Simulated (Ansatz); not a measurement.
# CH₄OSSi: a ladder of functionals and wavefunction methods

An exercise on one series of results from a longer session: the logs are not shown, and one member is left open.

The runs use Ansatz 0.2.0, Gaussian basis; functionals in def2-TZVPP, the program's frozen cores in correlated methods.

Plan: LDA (SPW92), PBE-D4, revPBE-D4, BLYP-D4, r2SCAN-D4, B97M-V, PBE0-D4, B3LYP-D4, r2SCANh-D4, r2SCAN0-D4, HSE06-D4, BHLYP-D4, CAM-B3LYP-D4, LC-ωPBE, ωB97X-V, ωB97M-V, B2PLYP, PBE-QIDH; CCSD(T)/def2-SVP; CCSD(T)/def2-TZVPP; MP2/def2-QZVPP; extrapolation to the limit; RPA on PBE.

**The geometry**

All runs share one geometry, relaxed beforehand with PBE0-D4 in a triple-zeta def2 set.

SMILES `O=CS[SiH3]`, 8 atoms, charge 0, spin multiplicity 1.

Atoms are counted from 1 here; the program's logs count them from 0.

Bond lengths: O1–C2 1.199 Å, C2–S3 1.765 Å, C2–H5 1.104 Å, S3–Si4 2.163 Å, Si4–H6 1.479 Å, Si4–H7 1.479 Å, Si4–H8 1.484 Å. Angles: O1–C2–S3 124.8°, O1–C2–H5 123.0°, S3–C2–H5 112.1°, C2–S3–Si4 95.3°, S3–Si4–H6 110.3°, S3–Si4–H7 110.3°, S3–Si4–H8 103.0°, H6–Si4–H7 112.0°, H6–Si4–H8 110.4°, H7–Si4–H8 110.4°.

The first run:

Contents of in.yaml:

```yaml
crystal:
  periodic: [false, false, false]
  atoms:
    - {symbol: O, position_ang: [1.365728, -0.848699, 0.834367]}
    - {symbol: C, position_ang: [1.640106, 0.161552, 0.249866]}
    - {symbol: S, position_ang: [0.485972, 1.154759, -0.643376]}
    - {symbol: Si, position_ang: [-1.224624, -0.100716, -0.223937]}
    - {symbol: H, position_ang: [2.662162, 0.576637, 0.213157]}
    - {symbol: H, position_ang: [-1.480356, -0.151442, 1.231950]}
    - {symbol: H, position_ang: [-1.025363, -1.449276, -0.797736]}
    - {symbol: H, position_ang: [-2.331524, 0.599986, -0.920091]}
basis:
  gaussian: {orbitals: def2-TZVPP}
hamiltonian: {xc: lda}
output: {orbitals: {seedname: orbitals}}
```

Started as:

```bash
$ ansatz run in.yaml --threads 2 --pin off --events-out ev --progress --plain --max-ram 4352MiB
```

Among the steps run: LDA; PBE-D4 (GGA); revPBE-D4 (GGA); BLYP-D4 (GGA); r2SCAN-D4 (meta-GGA); B97M-V (meta-GGA); PBE0-D4 (hybrid); B3LYP-D4 (hybrid); r2SCANh-D4 (hybrid); r2SCAN0-D4 (hybrid); HSE06-D4 (hybrid); BHLYP-D4 (hybrid); CAM-B3LYP-D4 (range-separated); LC-ωPBE (range-separated); ωB97X-V (range-separated); ωB97M-V (range-separated); B2PLYP (double hybrid); PBE-QIDH (double hybrid).

One of the session's tables, all rows but one given; the rest of the session is left out.

It belongs to the step «Frontier levels by functional». 

```
  functional  HOMO (eV)  gap (eV)
 LDA (SPW92)      -6.71      4.19
      PBE-D4      -6.56      4.29
   revPBE-D4      -6.50      4.32
     BLYP-D4      -6.45      4.32
   r2SCAN-D4      -6.88      4.79
      B97M-V      -7.05      5.03
     PBE0-D4      -8.04      6.82
    B3LYP-D4      -7.81      6.35
  r2SCANh-D4      -7.45      5.75
  r2SCAN0-D4      -8.22      7.12
    HSE06-D4          ?         ?
    BHLYP-D4      -9.08      9.06
CAM-B3LYP-D4      -9.31      9.30
     LC-ωPBE     -10.66     11.83
     ωB97X-V     -10.31     11.43
     ωB97M-V     -10.15     11.18
```

Estimate the missing values for HSE06-D4.

**Answer.** HOMO (eV): -7.64; gap (eV): 6.04. In the column «HOMO (eV)» it lies between B3LYP-D4 (-7.81) and r2SCANh-D4 (-7.45).
